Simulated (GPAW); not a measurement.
# ScSi2 (P6/mmm) in GPAW: convergence with bands over the usual count

Aim: find how far bands over the usual count must go before the results for ScSi2 settle, at PBEsol. This setting moves, with any that are tied to it; all else stays.

All numbers are computed with GPAW 26.7.0; they aren't measurements. Logs are shortened: lines on timing, memory, paths and dates and some standing lists are left out, and cuts for length are marked. The log counts tension as positive stress, the text compression.

**1. The crystal as given**

The structure is hexagonal, space group P6/mmm (No. 191). The conventional cell has a = 3.660 Å, b = 3.660 Å, c = 3.870 Å, α = 90.00°, β = 90.00°, γ = 120.00°. Around Sc (site symmetry 6/mmm) lie 12 Si at 2.87 Å. Si (site symmetry -6m2) is surrounded by 3 Si at 2.11 Å.

**2. With bands over the usual count 0.72**

Contents of run.py:

```python
from ase.dft.bandgap import bandgap
from ase.io import read, write
from ase.units import GPa
from gpaw import GPAW, PW, setup_paths

setup_paths.insert(0, '.')

atoms = read('ScSi2.xyz')

calc = GPAW(mode=PW(600),
            xc='PBEsol',
            kpts={'size': (6, 6, 5), 'gamma': True},
            occupations={'name': 'fermi-dirac', 'width': 0.05},
            nbands=15,
            convergence={'density': 1e-05, 'energy': 1e-05},
            maxiter=100,
            txt='gpaw.txt')
atoms.calc = calc
energy = atoms.get_potential_energy()
forces = atoms.get_forces()
stress = atoms.get_stress()
calc.write('gs.gpw')
write('result.traj', atoms)
print(f'Energy: {energy:.6f} eV')
print('Forces (eV/A):')
print(forces.round(4))
print('Stress (GPa):', (stress / GPa).round(3))
print('Fermi level:', round(calc.get_fermi_level(), 4), 'eV')
print(f'Gap: {bandgap(calc)[0]:.4f} eV, direct: {bandgap(calc, direct=True)[0]:.4f} eV')
```

Contents of ScSi2.xyz:

```xyz
3
Lattice="3.6600000000 0.0000000000 0.0000000000 -1.8300000000 3.1696529779 0.0000000000 0.0000000000 0.0000000000 3.8700000000" Properties=species:S:1:pos:R:3 pbc="T T T"
Sc     0.0000000000      0.0000000000      0.0000000000
Si     1.8300000002      1.0565509925      1.9350000000
Si    -0.0000000002      2.1131019854      1.9350000000
```

Potentials or basis: PAW data sets generated in the run's folder for this functional, pw.

Launch:

```sh
gpaw-setup -f PBEsol Sc Si
OMP_NUM_THREADS=1 python run.py
```

Run time: 14 s. Hardware: 1 thread of Arm Neoverse V1, shared host; peak memory 0.15 GiB.

What came out:

| Property | Result |
| --- | --- |
| Free energy | -17.1053 eV |
| Pressure | 22.3 GPa |
| Band gap on the k mesh | none (metal or under the smearing width) |

**3. With bands over the usual count 0.8**

run.py, as its differences from that of step 2:

```diff
@@ -13,3 +13,3 @@
             occupations={'name': 'fermi-dirac', 'width': 0.05},
-            nbands=15,
+            nbands=17,
             convergence={'density': 1e-05, 'energy': 1e-05},
```

ScSi2.xyz is that of step 2.

Potentials or basis: PAW data sets generated in the run's folder for this functional, pw.

Launch:

```sh
gpaw-setup -f PBEsol Sc Si
OMP_NUM_THREADS=1 python run.py
```

It took 15 s on 1 thread of Arm Neoverse V1, shared host; peak memory 0.15 GiB.

Results (log left out):

- Free energy: -17.1053 eV
- Pressure: 22.3 GPa
- Band gap on the k mesh: none (metal or under the smearing width)

**4. With bands over the usual count 0.9**

run.py, as its differences from that of step 3:

```diff
@@ -13,3 +13,3 @@
             occupations={'name': 'fermi-dirac', 'width': 0.05},
-            nbands=17,
+            nbands=19,
             convergence={'density': 1e-05, 'energy': 1e-05},
```

ScSi2.xyz is that of step 3.

Launch:

```sh
gpaw-setup -f PBEsol Sc Si
OMP_NUM_THREADS=1 python run.py
```

It took 16 s on 1 thread of Arm Neoverse V1, shared host; peak memory 0.15 GiB.

It converged, with:

* Free energy: -17.1053 eV
* Pressure: 22.3 GPa
* Band gap on the k mesh: none (metal or under the smearing width)

**5. With bands over the usual count 1**

run.py, as its differences from that of step 4:

```diff
@@ -13,3 +13,3 @@
             occupations={'name': 'fermi-dirac', 'width': 0.05},
-            nbands=19,
+            nbands=21,
             convergence={'density': 1e-05, 'energy': 1e-05},
```

ScSi2.xyz is that of step 4.

Launch:

```sh
gpaw-setup -f PBEsol Sc Si
OMP_NUM_THREADS=1 python run.py
```

Run time: 17 s. Hardware: 1 thread of Arm Neoverse V1, shared host; peak memory 0.15 GiB.

The run converged. Its results:

- Free energy: -17.1053 eV
- Pressure: 22.3 GPa
- Band gap on the k mesh: none (metal or under the smearing width)

**6. With bands over the usual count 1.3**

run.py, as its differences from that of step 5:

```diff
@@ -13,3 +13,3 @@
             occupations={'name': 'fermi-dirac', 'width': 0.05},
-            nbands=21,
+            nbands=27,
             convergence={'density': 1e-05, 'energy': 1e-05},
```

ScSi2.xyz is that of step 5.

Potentials or basis: PAW data sets generated in the run's folder for this functional, pw.

Launch:

```sh
gpaw-setup -f PBEsol Sc Si
OMP_NUM_THREADS=1 python run.py
```

It took 20 s on 1 thread of Arm Neoverse V1, shared host; peak memory 0.16 GiB.

It converged, with:

```
Free energy            : -17.1053 eV
Pressure               : 22.3 GPa
Band gap on the k mesh : none (metal or under the smearing width)
```

**7. With bands over the usual count 1.7**

run.py, as its differences from that of step 6:

```diff
@@ -13,3 +13,3 @@
             occupations={'name': 'fermi-dirac', 'width': 0.05},
-            nbands=27,
+            nbands=35,
             convergence={'density': 1e-05, 'energy': 1e-05},
```

ScSi2.xyz is that of step 6.

Launch:

```sh
gpaw-setup -f PBEsol Sc Si
OMP_NUM_THREADS=1 python run.py
```

Run time: 27 s. Hardware: 1 thread of Arm Neoverse V1, shared host; peak memory 0.16 GiB.

It converged, with:

* Free energy: -17.1053 eV
* Pressure: 22.3 GPa
* Band gap on the k mesh: none (metal or under the smearing width)

**8. With bands over the usual count 2.5**

run.py, as its differences from that of step 7:

```diff
@@ -13,3 +13,3 @@
             occupations={'name': 'fermi-dirac', 'width': 0.05},
-            nbands=35,
+            nbands=51,
             convergence={'density': 1e-05, 'energy': 1e-05},
```

ScSi2.xyz is that of step 7.

Potentials or basis: PAW data sets generated in the run's folder for this functional, pw.

Launch:

```sh
gpaw-setup -f PBEsol Sc Si
OMP_NUM_THREADS=1 python run.py
```

gpaw.txt:

```text
__  _  _
 | _ |_)|_||  |
 |__||  | ||/\| - 26.7.0

Input parameters:
  mode=PW(ecut=600.0),
  convergence={'density': 1e-05, 'energy': 1e-05},
  kpts=MonkhorstPack(size=(6, 6, 5), gamma=True),
  maxiter=100,
  nbands=51,
  occupations=Occupations(name='fermi-dirac', width=0.05),
  xc=XC(name='PBEsol')

Diagonalizing LCAO Hamiltonian
Converting LCAO to pw mode

        Si  Si

       Sc

Atoms  # Å, Bohr magnetons
|   | symbol |         x |        y |        z |    initial magnetic moments |
|---|--------|-----------|----------|----------|-----------------------------|
| 0 |     Sc |  0.000000 | 0.000000 | 0.000000 | ( 0.0000,  0.0000,  0.0000) |
| 1 |     Si |  1.830000 | 1.056551 | 1.935000 | ( 0.0000,  0.0000,  0.0000) |
| 2 |     Si | -0.000000 | 2.113102 | 1.935000 | ( 0.0000,  0.0000,  0.0000) |

Unit cell  # Å
| periodic |         x |        y |        z |  lengths |     angles |
|----------|-----------|----------|----------|----------|------------|
|      yes |  3.660000 | 0.000000 | 0.000000 | 3.660000 |  90.000000 |
|      yes | -1.830000 | 3.169653 | 0.000000 | 3.660000 |  90.000000 |
|      yes |  0.000000 | 0.000000 | 3.870000 | 3.870000 | 120.000000 |

Number of symmetries: 24
Symmetry operations  # r_c * U_cc + t_c -> r_c
|    | kind |            matrix            |
|----|------|------------------------------|
|  0 |  σ   |  1, 1, 0,  0,-1, 0,  0, 0, 1 |
|  1 |  C2  |  1, 1, 0,  0,-1, 0,  0, 0,-1 |
|  2 |  C6  |  1, 1, 0, -1, 0, 0,  0, 0, 1 |
|  3 |  S6  |  1, 1, 0, -1, 0, 0,  0, 0,-1 |
|  4 |  E   |  1, 0, 0,  0, 1, 0,  0, 0, 1 |
|  5 |  σ   |  1, 0, 0,  0, 1, 0,  0, 0,-1 |
|  6 |  σ   |  1, 0, 0, -1,-1, 0,  0, 0, 1 |
|  7 |  C2  |  1, 0, 0, -1,-1, 0,  0, 0,-1 |
|  8 |  σ   |  0, 1, 0,  1, 0, 0,  0, 0, 1 |
|  9 |  C2  |  0, 1, 0,  1, 0, 0,  0, 0,-1 |
| 10 |  C3  |  0, 1, 0, -1,-1, 0,  0, 0, 1 |
| 11 |  S3  |  0, 1, 0, -1,-1, 0,  0, 0,-1 |
| 12 |  C6  |  0,-1, 0,  1, 1, 0,  0, 0, 1 |
| 13 |  S6  |  0,-1, 0,  1, 1, 0,  0, 0,-1 |
| 14 |  σ   |  0,-1, 0, -1, 0, 0,  0, 0, 1 |
| 15 |  C2  |  0,-1, 0, -1, 0, 0,  0, 0,-1 |
| 16 |  σ   | -1, 0, 0,  1, 1, 0,  0, 0, 1 |
| 17 |  C2  | -1, 0, 0,  1, 1, 0,  0, 0,-1 |
| 18 |  C2  | -1, 0, 0,  0,-1, 0,  0, 0, 1 |
| 19 |  i   | -1, 0, 0,  0,-1, 0,  0, 0,-1 |
| 20 |  C3  | -1,-1, 0,  1, 0, 0,  0, 0, 1 |
| 21 |  S3  | -1,-1, 0,  1, 0, 0,  0, 0,-1 |
| 22 |  σ   | -1,-1, 0,  0, 1, 0,  0, 0, 1 |
| 23 |  C2  | -1,-1, 0,  0, 1, 0,  0, 0,-1 |

BZ-sampling:
  Number of BZ points: 180
  Number of IBZ points: 21

  Monkhorst-Pack size: [6, 6, 5]
  Monkhorst-Pack shift: [0.08333333333333333, 0.08333333333333333, 0.0]

K-points  # in reciprocal-cell coordinates
|     |                                coordinates |     weight |
|-----|--------------------------------------------|------------|
|   0 | (  0.00000000,   0.00000000,   0.00000000) | 0.00555556 |
|   1 | (  0.00000000,   0.00000000,   0.20000000) | 0.01111111 |
|   2 | (  0.00000000,   0.00000000,   0.40000000) | 0.01111111 |
|   3 | (  0.16666667,   0.00000000,   0.00000000) | 0.03333333 |
|   4 | (  0.16666667,   0.00000000,   0.20000000) | 0.06666667 |
|   5 | (  0.16666667,   0.00000000,   0.40000000) | 0.06666667 |
|   6 | (  0.33333333,  -0.16666667,   0.00000000) | 0.03333333 |
|   7 | (  0.33333333,  -0.16666667,   0.20000000) | 0.06666667 |
|   8 | (  0.33333333,  -0.16666667,   0.40000000) | 0.06666667 |
|   9 | (  0.33333333,   0.00000000,   0.00000000) | 0.03333333 |
| ... |                                            |            |
|  20 | (  0.50000000,   0.50000000,   0.40000000) | 0.03333333 |

Plane wave coefficients: 1533
Cutoff: 600.0 eV

Spin-components: 1 (collinear spins)
Bands:           51
Projectors:      16
Spin-degeneracy: 2
Datatype:        complex128

Parallelization:
  kpt:    1
  domain: 1
  band:   1

Density:
  Valence electrons: 19.0
  Components: 1
  Grid points: [21 21 24]
  Charge: 0.0  # |e|

Potential:
  Grid points: [21 21 24]

species:
  Sc:
    name:    Scandium
    Z:       21.0
    valence: 11
    core:    10
    charge:  0.0  # [|e|]
    compensation charges:
      type: gauss
      rc: 0.39  # [Å]
      lmax: 2
    cutoffs:
      filter: 2.14  # [Å]
      core: 1.08  # [Å]
    projectors
    | kind |    occ | energy [eV] | rcut [Å] |
    |------|--------|-------------|----------|
    |   3s |  2.000 |     -54.868 |    1.228 |
    |   4s |  2.000 |      -4.188 |    1.228 |
    |   3p |  6.000 |     -33.549 |    1.281 |
    |   4p |  0.000 |      -1.451 |    1.281 |
    |   3d |  1.000 |      -3.246 |    1.196 |
    |    d |        |      23.966 |    1.196 |

    Using partial waves for Sc as LCAO basis

  Si:
    name:    Silicon
    Z:       14.0
    valence: 4
    core:    10
    charge:  0.0  # [|e|]
    compensation charges:
      type: gauss
      rc: 0.33  # [Å]
      lmax: 2
    cutoffs:
      filter: 1.86  # [Å]
      core: 2.06  # [Å]
    projectors
    | kind |    occ | energy [eV] | rcut [Å] |
    |------|--------|-------------|----------|
    |   3s |  2.000 |     -10.768 |    1.058 |
    |   3p |  2.000 |      -4.057 |    1.058 |
    |    s |        |      16.444 |    1.058 |
    |    p |        |      23.155 |    1.058 |
    |    d |        |       0.000 |    1.058 |

    Using partial waves for Si as LCAO basis

Reference energy: -36507.489048  # eV

eigensolver:
  PPCG
  Converge bands: occupied
  niter=2

density mixing:
  MSR1-Mixer
  Pratt-step length: 0.05
  Maximum mixing coefficient: 0.75
  Old densities: 10
  SVD Regularization: 0.005
  Good broyden scale: 1.0
  Trust region scale: 1.0
  Backstep threshold: 4.0
  History deletion threshold: 6.0
  Fourier metric: weight=20.0, sigma=0.015

occupation numbers:
  Fermi-Dirac:
    width: 0.0500  # eV

poisson solver:
  ecut: 4800.0  # eV

xc functional:
  name: PBEsol with 2 nearest neighbor stencil

convergence criteria:
- Maximum integral of absolute [dens]ity change: 1e-05 electrons / valence electron
- Maximum [total energy] change in last 3 cyles: 1e-05 eV / valence electron
- Maximum integral of absolute [eigenst]ate change: 4e-08 eV^2 / valence electron
maximum number of iterations: 100

SCF iterations
|iter     | |      energy | eigst |  dens |
|---------|-|-------------|-------|-------|
|iter:   1| |  -16.746611 | +1.08 |       |
|iter:   2| |  -17.269902 | -0.30 | -1.25 |
|iter:   3| |-595828.631064 | +5.03 | -1.23 |
|iter:   4| |   -6.351011 | +2.34 | +1.70 |
|iter:   5| |  -16.982219 | +1.23 | -0.49 |
|iter:   6| |  -17.111780 | -1.38 | -1.35 |
|iter:   7| |  -17.102945 | -3.93 | -1.93 |
|iter:   8| |  -17.098160 | -4.65 | -2.15 |
|iter:   9| |  -17.097824 | -5.15 | -2.77 |
|iter:  10| |  -17.097819 | -6.43 | -3.25 |
|iter:  11| |  -17.097811c| -7.41c| -3.41 |
|iter:  12| |  -17.097812c| -7.76c| -3.76 |
|iter:  13| |  -17.097815c| -8.21c| -4.16 |
|iter:  14| |  -17.097815c| -9.16c| -5.31c|

Converged in 14 steps
Energy contributions relative to reference atoms: (reference = -36507.489048)

Energy contributions:
  Kinetic:          39.887503
  Coulomb:         -29.796559
  Zero:              0.072625
  External:          0.000000
  Xc:              -27.253885
  Entropy:          -0.014996
  Spinorbit:         0.000000
  ----------------------------
  Free energy:     -17.105313
  Extrapolated:    -17.097815

dipole moment: (-4.896118, -8.480324, -10.354085)  # |e|*Ang

Fermi level: 9.884
Eigenvalues  # (at kpt = [0.000, 0.000, 0.000])
| band index |      eig [eV] | occ [0-2] |
|------------|---------------|-----------|
|          0 |       -39.622 |     2.000 |
|          1 |       -18.429 |     2.000 |
|          2 |       -18.342 |     2.000 |
|          3 |       -18.342 |     2.000 |
|          4 |        -4.094 |     2.000 |
|          5 |         6.208 |     2.000 |
[... 9 lines left out ...]
|         15 |        12.432 |     0.000 |
|         16 |        13.775 |     0.000 |
|        ... |               |           |
|         50 |        50.892 |     0.000 |

No gap
No difference between direct/indirect transitions

Forces  # eV/Ang
|        x |        y |       z |
|----------|----------|---------|
|  0.00000 | -0.00000 | 0.00000 |  # Sc   0
|  0.00000 |  0.00000 | 0.00000 |  # Si   1
| -0.00000 |  0.00000 | 0.00000 |  # Si   2

Stress tensor  # eV/Ang^3
|         x |         y |        z |
|-----------|-----------|----------|
| -0.214738 |  0.000000 | 0.000000 |
|  0.000000 | -0.214738 | 0.000000 |
|  0.000000 |  0.000000 | 0.012324 |

# Writing to gs.gpw (mode='')
```

It took 50 s on 1 thread of Arm Neoverse V1, shared host; peak memory 0.17 GiB.

Results:

| Property | Result |
| --- | --- |
| Free energy | -17.1053 eV |
| Pressure | 22.3 GPa |
| Band gap on the k mesh | none (metal or under the smearing width) |

**9. Result**

```
bands over the usual count  energy less the tightest run, at zero smearing (meV/atom)  SCF cycles  CPU time (s)  peak memory (GiB)
                      0.72                                                       0.00          11            14               0.15
                       0.8                                                       0.00          11            15               0.15
                       0.9                                                       0.00          11            16               0.15
                         1                                                       0.00          10            17               0.15
                       1.3                                                       0.00          10            20               0.16
                       1.7                                                       0.00          10            27               0.16
                       2.5                                                       0.00          14            50               0.17
```

Against the tightest run, the energy stays within 1 meV/atom from 0.72 on. The tightest run that finished is the yardstick and may itself not be fully converged.

Caveats: so large a pressure means that the cell lies far from this level's equilibrium, or that cutoff or potentials fall short.
